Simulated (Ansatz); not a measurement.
# AgRh (P-6m2) in Ansatz: further runs

One crystal, AgRh, is run at these levels: PBEsol, LDA; tasks: band structure.

Everything below comes from runs of Ansatz 0.2.0. Logs are shortened: lines on timing, memory, paths and dates and some standing lists are left out, and cuts for length are marked.

## 1. The structure

Symmetry: P-6m2, No. 187, hexagonal system. The conventional cell has a = 2.778 Å, b = 2.778 Å, c = 4.809 Å, α = 90.00°, β = 90.00°, γ = 120.00°. Ag (site symmetry -6m2) is surrounded by 6 Ag at 2.78 Å and 6 Rh at 2.89 Å. Around Rh (site symmetry -6m2) lie 6 Rh at 2.78 Å and 6 Ag at 2.89 Å.

The cell comes from a database or a generator and needn't be the stable form of this composition.

## 2. Band structure, PBEsol

Contents of input.yaml:

```yaml
crystal:
  lattice:
    - [2.7775881998, 0.0, 0.0]
    - [-1.3887940999, 2.4054619423, 0.0]
    - [0.0, 0.0, 4.808602]
  atoms:
    - { symbol: Ag, position: [0.0, 0.0, 0.5] }
    - { symbol: Rh, position: [0.6666666667, 0.3333333333, 0.0] }
kpoints:
  mp_grid: { grid: [11, 11, 6] }
  band_path:
    path:
      - [0.0, 0.0, 0.0]
      - [0.5, 0.0, 0.0]
      - [0.3333333333, 0.3333333333, 0.0]
      - [0.0, 0.0, 0.0]
      - [0.0, 0.0, 0.5]
      - [0.5, 0.0, 0.5]
      - [0.3333333333, 0.3333333333, 0.5]
      - [0.0, 0.0, 0.5]
    npoints: 12
scf:
  occupations: { method: fermi_dirac, width: 0.05 }
hamiltonian:
  xc: pbesol
  pseudopotentials: { kind: all_electron, lapw: { basis_error: 0.001 } }
output:
  forces: true
  stress: true
  eigenvalues: true
```

Potentials or basis: all-electron LAPW, scalar-relativistic.

The run is started by

```bash
$ ansatz run input.yaml --threads 1 --pin off --max-ram 3072MiB --backend cpu --events-out ev --progress --plain --runs-dir out
```

Output:

```text
Warning: RAYON_NUM_THREADS=1 ignored (pool sized by the plan → 1); use --threads N
LAPW: plane waves up to 8.309 Å⁻¹, error target 1.0e-3 eV per atom; small_component_spin mean_spin; Rh in spheres of 1.389 Å, 27 of its electrons in bands, Dirac shells []; Ag in spheres of 1.389 Å, 19 of its electrons in bands, Dirac shells [] (how accurate: hamiltonian.pseudopotentials.lapw.basis_error, Limitations)
Engine: ansatz 0.2.0, aarch64-unknown-linux-gnu
Pseudopotentials: kind: all_electron
Pseudopotential: Ag, LAPW, valence charge 19, lapw/all_electron/scalar/gaussian/Ag, Koelling and Harmon's equation, gaussian nucleus
Pseudopotential: Rh, LAPW, valence charge 27, lapw/all_electron/scalar/gaussian/Rh, Koelling and Harmon's equation, gaussian nucleus
Functional definition: PBEsol
  exchange = pbesol_x
  correlation = pbesol_c
Crystal: 2 atoms, lattice volume = 32.128 Å³
Basis set: ecut = 263.06025188856273 eV, 325 PW (Γ), exchange–correlation at level 2
Bands: 28, of which v1, the nominal top of the filled ones, is band 23 counted from 1 (22 counted from 0)
Symmetry: 12 space group operations
Space group: P-6m2 (ITA 187), of the structure as read, at distance tolerance 3.2e-5 Å
k-points: 64 of 726 (time reversal used)
Non-local potential: Ag, projectors of the file, none
Non-local potential: Rh, projectors of the file, none
Initial density: superposition of atomic densities (chi_scale 0.1, normalization cell, long waves kept (reshape's long-wave potential 0.01 eV rms))
Initial wavefunctions: plane waves of lowest kinetic energy (no species holds an atomic orbital)
Functional: x = pbesol(κ = 0.804, μ = 0.12345679012345678), c = pbesol(β = 0.046)
iter 1 solved again at ethr=1.30e-3 eV; its pass at ethr=1.00e-1 eV (dr2=5.98e-1 eV) is discarded
SCF iter   1: F=—  HF=-274711.392351 eV  |F-HF|=—  |Δ(HF+E_count)|=         —  Δρ=3.34e-2  dr2=5.99e-1  ethr=1.30e-3  ⟨swp⟩=2.2  Hψ=11863  notcnv=0
preconditioner: auto → Kerker (q_TF=auto, 2.896 Å⁻¹)  [metal: Δε(μ)=0.011 eV  Ē_g=10.011 eV  σ=0.050 eV  W_gap=0.06  n_scr=10 (ndim 8)  ℏωp=29.3 eV  f_vac=0.000  D(μ)=3.73/eV (n_scr^D=42)]
SCF iter   2: F=—  HF=-274710.756787 eV  |F-HF|=—  |Δ(HF+E_count)|=   6.36e-1  Δρ=8.05e-3  dr2=6.87e-2  ethr=1.30e-3  ⟨swp⟩=2.7  Hψ=5374  notcnv=0
SCF iter   3: F=—  HF=-274710.609567 eV  |F-HF|=—  |Δ(HF+E_count)|=   1.47e-1  Δρ=1.22e-2  dr2=1.82e-1  ethr=1.49e-4  ⟨swp⟩=2.5  Hψ=5484  notcnv=0
SCF iter   4: F=—  HF=-274710.585361 eV  |F-HF|=—  |Δ(HF+E_count)|=         —  Δρ=7.04e-3  dr2=2.93e-2  ethr=1.49e-4  ⟨swp⟩=2.0  Hψ=5280  notcnv=0
the basis was enlarged: its passes take 210.9 KiB over the memory plan, 1 of 1 planned eigensolver slots
SCF iter   5: F=—  HF=-274710.571262 eV  |F-HF|=—  |Δ(HF+E_count)|=   1.41e-2  Δρ=4.78e-3  dr2=3.28e-2  ethr=6.37e-5  ⟨swp⟩=2.0  Hψ=5013  notcnv=0
iter 6 solved again at ethr=6.11e-7 eV; its pass at ethr=6.37e-5 eV (dr2=2.81e-4 eV) is discarded
SCF iter   6: F=—  HF=-274710.564780 eV  |F-HF|=—  |Δ(HF+E_count)|=   6.48e-3  Δρ=1.10e-3  dr2=2.82e-4  ethr=6.11e-7  ⟨swp⟩=2.0  Hψ=8770  notcnv=0
SCF iter   7: F=—  HF=-274710.564286 eV  |F-HF|=—  |Δ(HF+E_count)|=   4.94e-4  Δρ=3.40e-4  dr2=3.24e-5  ethr=6.11e-7  ⟨swp⟩=2.0  Hψ=5179  notcnv=0
SCF iter   8: F=—  HF=-274710.564237 eV  |F-HF|=—  |Δ(HF+E_count)|=   4.92e-5  Δρ=1.50e-4  dr2=1.33e-5  ethr=7.04e-8  ⟨swp⟩=2.0  Hψ=5179  notcnv=0
SCF iter   9: F=—  HF=-274710.564237 eV  |F-HF|=—  |Δ(HF+E_count)|=   3.31e-7  Δρ=6.83e-5  dr2=5.03e-6  ethr=2.89e-8  ⟨swp⟩=2.0  Hψ=5178  notcnv=0
SCF iter  10: F=—  HF=-274710.564236 eV  |F-HF|=—  |Δ(HF+E_count)|=   1.44e-6  Δρ=1.68e-5  dr2=1.71e-7  ethr=1.09e-8  ⟨swp⟩=2.0  Hψ=5179  notcnv=0
SCF iter  11: F=-274710.564236 eV  HF=-274710.564236 eV  |F-HF|=5.01e-9  |Δ(HF+E_count)|=   3.07e-8  Δρ=5.63e-6  dr2=1.03e-8  ethr=3.72e-10  ⟨swp⟩=2.0  Hψ=5179  notcnv=0
SCF 1 converged in 11 iterations: F = -274710.564236 eV  dr2 = 1.03e-8
NSCF: frozen V_eff on 85 k-points
SCF converged after 11 iterations
Free energy (F): -274710.564236 eV
Harris-Foulkes:  -274710.564236 eV  (|F-HF|=5.01e-9)
Internal energy: -274710.538639 eV  (E = F + TS)
E sigma→0 (E₀):  -274710.551437 eV
Entropy (-TS):   -0.025597 eV (-12.798 meV/atom)
Fermi energy:    19.570852 eV
--- Per-component energies (eV) ---
  E_band       = -3063.051663
  E_kinetic    = 286699.377444
  E_xc         = -7711.447198
  E_electrostatic = -553698.468884  (all electrons and nuclei)
  E_smearing   = -0.025597  (= −TS)
  E_closure    = 0.000000  (closes the sum)
  E_atoms      = -274699.737535  (free atoms, spherical and without spin; not in F)
  Σ components = -274710.564236   (vs F -274710.564236, Δ=0.00e0)
  Basis errors (estimates in eV, not in F): energy 2.2e-4 per atom: plane waves 1.9e-4 (9.9e-5 summed), levels above the bands 2.4e-86, relativity 2.1e-8, radial functions 2.4e-5, core shells 1.4e-6; eigenvalues (radial functions only) 3.8e-6; not estimated: angular momenta, meshes, grids; target (lapw.basis_error) 1.0e-3; muffin-tin radii Rh 1.389 Å, Ag 1.389 Å
--- Forces (eV/Å), atoms counted from 1 ---
  atom   1  Ag    -0.00000000    -0.00000000    -0.00000000
  atom   2  Rh    -0.00000000     0.00000000     0.00000000
  max |Σ_I F_I| component: 1.85e-17 eV/Å
--- Stress (GPa, compression-positive) ---
      -10.567029       0.000000      -0.000000
        0.000000     -10.567029      -0.000000
       -0.000000      -0.000000     -10.739580
  P = ⅓ Tr σ = -10.6245 GPa (-106.245 kbar)
--- Band table (eV; the first three rows and the last of 64) ---
  k-point 0: bands = ["-276.5293", "-276.5293", "-276.4360", "-276.4360", "-276.4149", "-71.8258", "-58.2459", "-35.3107", "-35.2278", "-35.2278", "-26.0096", "-25.9934", "-25.9934", "12.3499", "13.8627", "15.3820", "15.3820", "16.3403", "16.5584", "16.5584", "17.7948", "17.7948", "19.6893", "19.7085", "19.7085", "24.8887", "36.0426", "36.6136"]
  k-point 1: bands = ["-276.5293", "-276.5293", "-276.4360", "-276.4360", "-276.4149", "-71.8258", "-58.2459", "-35.3104", "-35.2278", "-35.2278", "-26.0104", "-25.9934", "-25.9934", "12.5429", "13.9103", "15.3724", "15.3724", "16.2553", "16.5372", "16.5372", "17.8426", "17.8426", "18.8228", "19.7014", "19.7014", "26.1360", "35.4027", "36.7843"]
  k-point 2: bands = ["-276.5293", "-276.5293", "-276.4360", "-276.4360", "-276.4149", "-71.8258", "-58.2460", "-35.3099", "-35.2278", "-35.2278", "-26.0119", "-25.9934", "-25.9934", "13.0098", "14.0781", "15.3547", "15.3547", "15.9281", "16.4941", "16.4941", "17.5500", "17.9415", "17.9415", "19.6826", "19.6826", "28.6682", "34.0426", "36.3983"]
  k-point 63: bands = ["-276.5293", "-276.5293", "-276.4360", "-276.4360", "-276.4149", "-71.8029", "-58.1907", "-35.3848", "-35.3468", "-35.2827", "-26.3109", "-26.2336", "-25.9499", "14.6336", "14.9148", "15.2279", "15.2355", "15.6671", "17.1362", "17.6485", "18.1159", "18.4688", "19.6090", "24.4149", "25.8406", "26.6715", "27.8239", "28.2757"]
```

Run time: 44 s. Hardware: 1 thread of Arm Neoverse V2, shared host; peak memory 0.37 GiB.

What came out:

```
Free energy             : -274710.5642 eV
Pressure                : -10.6 GPa
Band gap along the path : none (metal or under the smearing width)
```

Levels at the corners of the path, in eV from the Fermi level:
```tsv
point	band 19	band 20	band 21	band 22	band 23	band 24	band 25	band 26	band 27	band 28
Γ	-3.01	-3.01	-1.78	-1.78	0.12	0.14	0.14	5.32	16.47	17.04
M	-2.66	-2.10	-1.62	-0.08	1.14	1.84	3.98	8.37	8.61	11.61
K	-2.21	-1.85	-1.29	-0.92	-0.53	5.21	5.38	5.61	11.37	11.79
Γ	-3.01	-3.01	-1.78	-1.78	0.12	0.14	0.14	5.32	16.47	17.04
A	-3.10	-3.10	-2.48	-1.58	-1.58	0.10	0.10	11.50	12.46	16.66
L	-2.11	-1.70	-0.58	-0.17	1.14	1.68	2.44	6.46	7.88	14.54
H	-2.16	-1.96	-1.71	-1.14	0.03	5.46	6.93	7.19	7.85	8.46
A	-3.10	-3.10	-2.48	-1.58	-1.58	0.10	0.10	11.50	12.46	16.66
```

## 3. Band structure, LDA

Edit input.yaml of step 2 so:

```diff
@@ -24,3 +24,3 @@
 hamiltonian:
-  xc: pbesol
+  xc: lda
   pseudopotentials: { kind: all_electron, lapw: { basis_error: 0.001 } }
```

Potentials or basis: all-electron LAPW, scalar-relativistic.

The run is started by

```bash
$ ansatz run input.yaml --threads 1 --pin off --max-ram 3072MiB --backend cpu --events-out ev --progress --plain --runs-dir out
```

Output:

```text
Warning: RAYON_NUM_THREADS=1 ignored (pool sized by the plan → 1); use --threads N
LAPW: plane waves up to 8.307 Å⁻¹, error target 1.0e-3 eV per atom; small_component_spin mean_spin; Rh in spheres of 1.389 Å, 27 of its electrons in bands, Dirac shells []; Ag in spheres of 1.389 Å, 19 of its electrons in bands, Dirac shells [] (how accurate: hamiltonian.pseudopotentials.lapw.basis_error, Limitations)
[... 4 set-up lines as earlier in the session ...]
Functional definition: SPW92
  exchange = slater_x
  correlation = pw_c
Crystal: 2 atoms, lattice volume = 32.128 Å³
Basis set: ecut = 262.9298959272239 eV, 325 PW (Γ), exchange–correlation at level 2
Bands: 28, of which v1, the nominal top of the filled ones, is band 23 counted from 1 (22 counted from 0)
[... 2 set-up lines as earlier in the session ...]
k-points: 64 of 726 (time reversal used)
[... 4 set-up lines as earlier in the session ...]
Functional: x = slater, c = lda
iter 1 solved again at ethr=1.23e-3 eV; its pass at ethr=1.00e-1 eV (dr2=5.68e-1 eV) is discarded
SCF iter   1: F=—  HF=-274587.383235 eV  |F-HF|=—  |Δ(HF+E_count)|=         —  Δρ=3.25e-2  dr2=5.68e-1  ethr=1.23e-3  ⟨swp⟩=2.2  Hψ=11866  notcnv=0
preconditioner: auto → Kerker (q_TF=auto, 2.896 Å⁻¹)  [metal: Δε(μ)=0.011 eV  Ē_g=9.994 eV  σ=0.050 eV  W_gap=0.05  n_scr=10 (ndim 8)  ℏωp=29.3 eV  f_vac=0.000  D(μ)=3.71/eV (n_scr^D=42)]
SCF iter   2: F=—  HF=-274586.747225 eV  |F-HF|=—  |Δ(HF+E_count)|=   6.36e-1  Δρ=7.81e-3  dr2=7.12e-2  ethr=1.23e-3  ⟨swp⟩=2.7  Hψ=5447  notcnv=0
SCF iter   3: F=—  HF=-274586.585820 eV  |F-HF|=—  |Δ(HF+E_count)|=   1.61e-1  Δρ=1.17e-2  dr2=1.71e-1  ethr=1.55e-4  ⟨swp⟩=2.4  Hψ=5484  notcnv=0
SCF iter   4: F=—  HF=-274586.562140 eV  |F-HF|=—  |Δ(HF+E_count)|=         —  Δρ=6.49e-3  dr2=2.41e-2  ethr=1.55e-4  ⟨swp⟩=2.0  Hψ=5217  notcnv=0
the basis was enlarged: its passes take 204.6 KiB over the memory plan, 1 of 1 planned eigensolver slots
SCF iter   5: F=—  HF=-274586.548551 eV  |F-HF|=—  |Δ(HF+E_count)|=   1.36e-2  Δρ=4.71e-3  dr2=3.28e-2  ethr=5.25e-5  ⟨swp⟩=2.0  Hψ=5114  notcnv=0
iter 6 solved again at ethr=8.20e-7 eV; its pass at ethr=5.25e-5 eV (dr2=3.77e-4 eV) is discarded
SCF iter   6: F=—  HF=-274586.541886 eV  |F-HF|=—  |Δ(HF+E_count)|=   6.66e-3  Δρ=1.14e-3  dr2=3.78e-4  ethr=8.20e-7  ⟨swp⟩=2.0  Hψ=8772  notcnv=0
SCF iter   7: F=—  HF=-274586.541278 eV  |F-HF|=—  |Δ(HF+E_count)|=   6.09e-4  Δρ=3.81e-4  dr2=5.40e-5  ethr=8.20e-7  ⟨swp⟩=2.0  Hψ=5181  notcnv=0
SCF iter   8: F=—  HF=-274586.541199 eV  |F-HF|=—  |Δ(HF+E_count)|=   7.90e-5  Δρ=1.34e-4  dr2=8.19e-6  ethr=1.17e-7  ⟨swp⟩=2.0  Hψ=5181  notcnv=0
SCF iter   9: F=—  HF=-274586.541200 eV  |F-HF|=—  |Δ(HF+E_count)|=   1.06e-6  Δρ=6.76e-5  dr2=5.10e-6  ethr=1.78e-8  ⟨swp⟩=2.0  Hψ=5181  notcnv=0
SCF iter  10: F=—  HF=-274586.541198 eV  |F-HF|=—  |Δ(HF+E_count)|=   1.51e-6  Δρ=1.79e-5  dr2=2.73e-7  ethr=1.11e-8  ⟨swp⟩=2.0  Hψ=5181  notcnv=0
SCF iter  11: F=-274586.541198 eV  HF=-274586.541198 eV  |F-HF|=3.14e-9  |Δ(HF+E_count)|=   6.64e-8  Δρ=4.47e-6  dr2=7.16e-9  ethr=5.93e-10  ⟨swp⟩=2.0  Hψ=5181  notcnv=0
SCF 1 converged in 11 iterations: F = -274586.541198 eV  dr2 = 7.16e-9
NSCF: frozen V_eff on 85 k-points
SCF converged after 11 iterations
Free energy (F): -274586.541198 eV
Harris-Foulkes:  -274586.541198 eV  (|F-HF|=3.14e-9)
Internal energy: -274586.515530 eV  (E = F + TS)
E sigma→0 (E₀):  -274586.528364 eV
Entropy (-TS):   -0.025668 eV (-12.834 meV/atom)
Fermi energy:    19.381070 eV
--- Per-component energies (eV) ---
  E_band       = -3072.291268
  E_kinetic    = 286510.919091
  E_xc         = -7585.609372
  E_electrostatic = -553511.825250  (all electrons and nuclei)
  E_smearing   = -0.025668  (= −TS)
  E_closure    = 0.000000  (closes the sum)
  E_atoms      = -274574.725513  (free atoms, spherical and without spin; not in F)
  Σ components = -274586.541198   (vs F -274586.541198, Δ=0.00e0)
  Basis errors (estimates in eV, not in F): energy 2.2e-4 per atom: plane waves 1.9e-4 (9.9e-5 summed), levels above the bands 2.9e-86, relativity 3.5e-9, radial functions 2.2e-5, core shells 1.4e-6; eigenvalues (radial functions only) 3.8e-6; not estimated: angular momenta, meshes, grids; target (lapw.basis_error) 1.0e-3; muffin-tin radii Rh 1.389 Å, Ag 1.389 Å
--- Forces (eV/Å), atoms counted from 1 ---
  atom   1  Ag    -0.00000000    -0.00000000    -0.00000000
  atom   2  Rh     0.00000000     0.00000000     0.00000000
  max |Σ_I F_I| component: 9.25e-18 eV/Å
--- Stress (GPa, compression-positive) ---
      -15.759235       0.000000      -0.000000
        0.000000     -15.759235      -0.000000
       -0.000000      -0.000000     -15.293072
  P = ⅓ Tr σ = -15.6038 GPa (-156.038 kbar)
--- Band table (eV; the first three rows and the last of 64) ---
  k-point 0: bands = ["-276.8740", "-276.8740", "-276.7808", "-276.7808", "-276.7607", "-71.8970", "-58.3427", "-35.4340", "-35.3494", "-35.3494", "-26.1445", "-26.1299", "-26.1299", "12.1363", "13.6576", "15.1831", "15.1831", "16.1389", "16.3633", "16.3633", "17.5959", "17.5959", "19.5194", "19.5194", "19.5204", "24.6502", "35.9188", "36.4490"]
  k-point 1: bands = ["-276.8740", "-276.8740", "-276.7808", "-276.7808", "-276.7607", "-71.8970", "-58.3427", "-35.4337", "-35.3494", "-35.3494", "-26.1453", "-26.1299", "-26.1299", "12.3287", "13.7058", "15.1735", "15.1735", "16.0539", "16.3419", "16.3419", "17.6441", "17.6441", "18.6426", "19.5121", "19.5121", "25.9106", "35.2644", "36.6257"]
  k-point 2: bands = ["-276.8740", "-276.8740", "-276.7808", "-276.7808", "-276.7607", "-71.8970", "-58.3427", "-35.4331", "-35.3494", "-35.3494", "-26.1468", "-26.1299", "-26.1299", "12.7931", "13.8767", "15.1557", "15.1557", "15.7265", "16.2984", "16.2984", "17.3604", "17.7439", "17.7439", "19.4929", "19.4929", "28.4585", "33.8759", "36.2446"]
  k-point 63: bands = ["-276.8740", "-276.8740", "-276.7808", "-276.7808", "-276.7607", "-71.8738", "-58.2871", "-35.5075", "-35.4692", "-35.4058", "-26.4490", "-26.3713", "-26.0846", "14.4358", "14.7202", "15.0340", "15.0348", "15.4749", "16.9459", "17.4608", "17.9266", "18.2781", "19.4203", "24.2192", "25.6544", "26.4408", "27.6142", "28.0363"]
```

It took 43 s on 1 thread of Arm Neoverse V2, shared host; peak memory 0.36 GiB.

Results:

* Free energy: -274586.5412 eV
* Pressure: -15.6 GPa
* Band gap along the path: none (metal or under the smearing width)

Levels at the corners of the path, in eV from the Fermi level:
| point | band 21 | band 22 | band 23 | band 24 | band 25 | band 26 |
| --- | --- | --- | --- | --- | --- | --- |
| Γ | -1.79 | -1.79 | 0.14 | 0.14 | 0.14 | 5.27 |
| M | -1.62 | -0.08 | 1.14 | 1.85 | 3.96 | 8.31 |
| K | -1.29 | -0.91 | -0.53 | 5.23 | 5.32 | 5.58 |
| Γ | -1.79 | -1.79 | 0.14 | 0.14 | 0.14 | 5.27 |
| A | -2.48 | -1.59 | -1.59 | 0.10 | 0.10 | 11.50 |
| L | -0.58 | -0.17 | 1.14 | 1.67 | 2.46 | 6.40 |
| H | -1.71 | -1.14 | 0.03 | 5.45 | 6.93 | 7.20 |
| A | -2.48 | -1.59 | -1.59 | 0.10 | 0.10 | 11.50 |
